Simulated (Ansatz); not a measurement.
The same calculation of H4NOPSeSi, SMILES OP1N[SiH]1[SeH] as a Python script and as an input file (the Python package of Ansatz (0.2.0)).

`opt_h4nopsesi.py`:
```python
"""Relax the H4NOPSeSi molecule."""

import logging
import sys
import warnings

import ansatz
import numpy as np
import pandas as pd

logging.basicConfig(stream=sys.stdout, format="[%(levelname)s] %(message)s")
log = logging.getLogger("h4nopsesi")
log.setLevel(logging.INFO)

GEOMETRY = """
O     0.36750    1.90500   -0.09940
P     1.23160    0.70770    0.68520
N     1.27600   -0.33960   -0.79340
Si   -0.05730   -0.90500    0.09360
Se   -2.03960   -0.22800   -0.95840
H    -0.05150    2.51360    0.62460
H     2.08800   -1.04150   -0.59980
H     0.10570   -2.25250    0.62980
H    -2.83180   -0.40600    0.40080
"""

warnings.simplefilter("ignore", ansatz.DeckWarning)

h4nopsesi = ansatz.Crystal.molecule()
for line in GEOMETRY.strip().splitlines():
    symbol, *xyz = line.split()
    h4nopsesi = h4nopsesi.atom(symbol, [float(v) for v in xyz])

calc = (
    h4nopsesi.calculation()
    .basis(gaussian="def2-SVP")
    .functional("CAM-B3LYP")
)
symbols = [site.symbol for site in h4nopsesi.cartesian_sites]
start = np.array([site.position_ang for site in h4nopsesi.cartesian_sites], dtype=float)
def progress(event):
    if event["event"] == "relax_step":
        row = event["data"]
        log.info(f"step {row['step']:3d}  E = {row['lagrangian_ev']:.6f} eV  largest force component {row['allowed_force_max_ev_ang']:.4f} eV/A")


report = calc.relax(force_tolerance=0.005).session().plan().execute(on_event=progress).report
end = np.array(report["positions_ang"])

log.info("reference energy %16.6f eV" % report["reference_energy_ev"])
log.info("total energy     %16.6f eV" % report["free_energy_ev"])
print("occupied orbitals outside the frozen core (up, down):", report["n_occupied"], " frozen:", report["n_frozen"], " virtual:", report["n_virtual"])

log.info("final positions (A) and the move of each atom")
for symbol, xyz, old in zip(symbols, end, start):
    log.info(f"{symbol:2s} {xyz[0]:10.5f} {xyz[1]:10.5f} {xyz[2]:10.5f}   {np.linalg.norm(xyz - old):7.4f}")

charges = report["charge_distribution"]
table = pd.DataFrame({"atom": symbols, "mulliken": charges["mulliken_charges_e"], "lowdin": charges["lowdin_charges_e"]})
print(table.round(3).to_string())
print("dipole (e A):", np.round(charges["dipole_moment_e_ang"], 4) + 0.0)
```

Output of `python opt_h4nopsesi.py`:
```text
[INFO] step   1  E = -86103.942680 eV  largest force component 3.4503 eV/A
[INFO] step   2  E = -86104.482198 eV  largest force component 1.2871 eV/A
[INFO] step   3  E = -86104.614082 eV  largest force component 0.8910 eV/A
[INFO] step   4  E = -86104.766881 eV  largest force component 0.8070 eV/A
[INFO] step   5  E = -86104.815733 eV  largest force component 1.1234 eV/A
[INFO] step   6  E = -86104.889060 eV  largest force component 0.8275 eV/A
[INFO] step   7  E = -86104.933069 eV  largest force component 0.6380 eV/A
[INFO] step   8  E = -86104.955067 eV  largest force component 0.1265 eV/A
[INFO] step   9  E = -86104.962969 eV  largest force component 0.1173 eV/A
[INFO] step  10  E = -86104.954355 eV  largest force component 0.8563 eV/A
[INFO] step  11  E = -86104.974018 eV  largest force component 0.0733 eV/A
[INFO] step  12  E = -86104.980985 eV  largest force component 0.5256 eV/A
[INFO] step  13  E = -86104.994932 eV  largest force component 0.2564 eV/A
[INFO] step  14  E = -86105.007340 eV  largest force component 0.3681 eV/A
[INFO] step  15  E = -86105.011491 eV  largest force component 0.3553 eV/A
[INFO] step  16  E = -86104.933697 eV  largest force component 2.2206 eV/A
[INFO] step  17  E = -86105.024547 eV  largest force component 0.0622 eV/A
[INFO] step  18  E = -86105.026434 eV  largest force component 0.6198 eV/A
[INFO] step  19  E = -86105.044228 eV  largest force component 0.3008 eV/A
[INFO] step  20  E = -86105.005282 eV  largest force component 0.7295 eV/A
[INFO] step  21  E = -86105.046223 eV  largest force component 0.4811 eV/A
[INFO] step  22  E = -86105.040585 eV  largest force component 0.4154 eV/A
[INFO] step  23  E = -86105.048689 eV  largest force component 0.0585 eV/A
[INFO] step  24  E = -86105.049043 eV  largest force component 0.0586 eV/A
[INFO] step  25  E = -86105.050421 eV  largest force component 0.0274 eV/A
[INFO] step  26  E = -86105.050471 eV  largest force component 0.0112 eV/A
[INFO] step  27  E = -86105.050446 eV  largest force component 0.0540 eV/A
[INFO] step  28  E = -86105.050499 eV  largest force component 0.0055 eV/A
[INFO] step  29  E = -86105.050501 eV  largest force component 0.0091 eV/A
[INFO] step  30  E = -86105.050481 eV  largest force component 0.0133 eV/A
[INFO] step  31  E = -86105.050509 eV  largest force component 0.0035 eV/A
[INFO] reference energy    -86105.050633 eV
[INFO] total energy        -86105.050633 eV
occupied orbitals outside the frozen core (up, down): [41, 41]  frozen: 0  virtual: [75, 75]
[INFO] final positions (A) and the move of each atom
[INFO] O     0.41426    2.07153    0.23699    0.3783
[INFO] P     1.23839    0.74398    0.85200    0.1708
[INFO] N     1.23512   -0.42967   -0.44124    0.3658
[INFO] Si   -0.22906   -0.82742    0.33467    0.3060
[INFO] Se   -2.20981   -0.21444   -0.59748    0.3993
[INFO] H     0.99166    2.84533    0.20945    1.1707
[INFO] H     1.83242   -0.54868   -1.25150    0.8561
[INFO] H    -0.36745   -2.16106    0.96731    0.5883
[INFO] H    -2.81692   -1.52587   -0.32720    1.3358
  atom  mulliken  lowdin
0    O    -0.430  -0.092
1    P     0.352   0.303
2    N    -0.436  -0.149
3   Si     0.420   0.023
4   Se    -0.183   0.053
5    H     0.185  -0.040
6    H     0.126  -0.001
7    H    -0.073  -0.082
8    H     0.039  -0.016
dipole (e A): [ 0.2542 -0.1097 -0.0938]
```

`input.yaml`:
```yaml
crystal:
  periodic: [false, false, false]
  atoms:
    - { symbol: O, position_ang: [0.3675, 1.905, -0.0994] }
    - { symbol: P, position_ang: [1.2316, 0.7077, 0.6852] }
    - { symbol: "N", position_ang: [1.276, -0.3396, -0.7934] }
    - { symbol: Si, position_ang: [-0.0573, -0.905, 0.0936] }
    - { symbol: Se, position_ang: [-2.0396, -0.228, -0.9584] }
    - { symbol: H, position_ang: [-0.0515, 2.5136, 0.6246] }
    - { symbol: H, position_ang: [2.088, -1.0415, -0.5998] }
    - { symbol: H, position_ang: [0.1057, -2.2525, 0.6298] }
    - { symbol: H, position_ang: [-2.8318, -0.406, 0.4008] }
basis:
  gaussian:
    orbitals: def2-SVP
hamiltonian:
  xc: cam_b3lyp
relax:
  f_tol: 0.005
```

Caveats:
- Total energies depend on the basis set; only differences at equal settings carry meaning.
- The end point is the stationary point reached from this start; no frequency run checks that it is a minimum, and the basis set is modest.
- The Löwdin charges here are taken after orthogonalising the functions within each atom; they differ from plain Löwdin charges, and their signs can be unphysical.
- It ran for 4.4 min on 1 thread of Arm Neoverse V2, on a shared host, peak memory 0.48 GiB.

(Lines on the test bed's own set-up are left out of the output.)
